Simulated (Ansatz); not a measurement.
What does this script print? It uses Ansatz 0.2.0 through its Python package.

Script `hgpb3_push.py`:
```python
"""Energy and force of HgPb3 as one atom is pushed off its site."""

import ansatz as az
import numpy as np

MESH = (6, 6, 3)
FUNCTIONAL = "pbesol"
FILLING = "Fermi-Dirac"
SMEARING_WIDTH = 0.15


def main() -> None:
    cell = (
        az.Lattice.of([3.939867, 0.0, 0.0], [0.0, 3.939867, 0.0], [0.0, 0.0, 7.608464])
        .atom("Hg", [0.0, 0.0, 0.0])
        .atom("Pb", [0.5, 0.5, 0.236545])
        .atom("Pb", [0.5, 0.5, 0.763455])
        .atom("Pb", [0.0, 0.0, 0.5])
    )

    inverse = np.linalg.inv(np.array(cell.lattice.vectors))
    home = np.array(cell.sites[0].position)
    values = np.linspace(-0.1, 0.1, 5)
    energies, pulls = [], []
    for shift in values:
        moved = cell.move(0, to=home + shift * inverse[0])
        setup = (
            moved.calculation()
            .kpoints(mesh=MESH)
            .functional(FUNCTIONAL)
            .occupations(FILLING, width=SMEARING_WIDTH)
            .pseudopotentials("paw")
            .forces()
        )
        summary = setup.run().report
        energies.append(summary["free_energy_ev"])
        pulls.append(summary["forces_ev_ang"][0][0])

    # the force is minus the slope of the free energy
    print("shift (A)   dE (eV)   force along x (eV/A)")
    for shift, e, f in zip(values, energies, pulls):
        print(f"{shift:8.3f} {e - energies[2]:10.5f} {f:12.4f}")
    print(f"stiffness from energies {2 * np.polyfit(values, energies, 2)[0]:.3f}, from forces {-np.polyfit(values, pulls, 1)[0]:.3f} eV/A^2")


if __name__ == "__main__":
    main()
```

```console
$ python hgpb3_push.py
DeckWarning: basis.ecutwfc = 420 eV, auto-derived from the records' recommended cutoffs: set by Hg (normal level)
shift (A)   dE (eV)   force along x (eV/A)
  -0.100    0.00610       0.1221
  -0.050    0.00153       0.0611
   0.000    0.00000       0.0000
   0.050    0.00153      -0.0611
   0.100    0.00610      -0.1221
stiffness from energies 1.221, from forces 1.221 eV/A^2
```
(Warnings from the package without file and line.)

The curvature of the energy gives 1.221 eV/Å² and the slope of the force 1.221 eV/Å², a positive curvature.

What to keep in mind:
- For a metal this k-point mesh is coarse: on a finer one energies can move by several to tens of meV an atom and pressures by half a GPa or more, differences at one mesh by less.
- In a metal a curvature from energy changes of a few meV or less hangs on mesh and smearing, in size and even in sign.
- Spin-orbit coupling, which matters for elements this heavy, is left out.
- The structure comes from a database of computed cells and needn't be a stable or known phase.
- All periodic images of the atom move with it, so the curvature is one diagonal element of the zone-centre force constants and no normal mode; a positive value doesn't exclude soft modes in which several atoms move.
- Timing: 100 s on 1 thread of AMD EPYC 7571, with other jobs on the host, peak memory 0.49 GiB.
